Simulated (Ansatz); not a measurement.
## NbSn under changes of volume

One of the cells (19.796 Å³/atom); the others are scaled copies at fixed shape and fractional positions:

```
Nb Sn
1.0
     4.05436    0.00000    0.00000
    -2.02718    3.51118    0.00000
     0.00000    0.00000    5.56227
Nb Sn
2 2
Direct
  0.00000 0.00000 0.00000
  0.00000 0.00000 0.50000
  0.33333 0.66667 0.25000
  0.66667 0.33333 0.75000
```

The cell was built by a generator and needn't be a form met in nature.

- Program: Ansatz 0.2.0
- Functional: PBE
- Potentials or basis: all-electron LAPW, scalar-relativistic
- Cutoff: 258 eV (chosen from the basis error)
- Basis error allowed: 0.001 eV/atom
- k mesh: 8 × 8 × 5
- Occupations: fermi-dirac, width 0.05 eV
- Spin: no spin polarisation

```tsv
volume (Å³/atom)	energy over the lowest point (meV/atom)	pressure (GPa)
18.608	?	?
19.004	314.76	36.3
19.400	231.28	31.5
19.796	159.07	27.2
20.191	97.06	23.3
20.587	44.31	19.7
20.983	0.00	16.4
```

Question: What does the run at 18.608 Å³/atom give?

Answer: Energy over the lowest point 410.71 meV/atom; pressure 41.6 GPa.

Worked out: A Birch-Murnaghan fit of order 3 (a polynomial in V^(-2/3)) to the other rows has no minimum within the range. It gives 410.48 meV/atom at 18.608 Å³/atom, against the run's 410.71, and -dE/dV = 41.4 GPa, against 41.6.

Energies are extrapolated to zero smearing.

The runs don't all hold the same shells in valence.
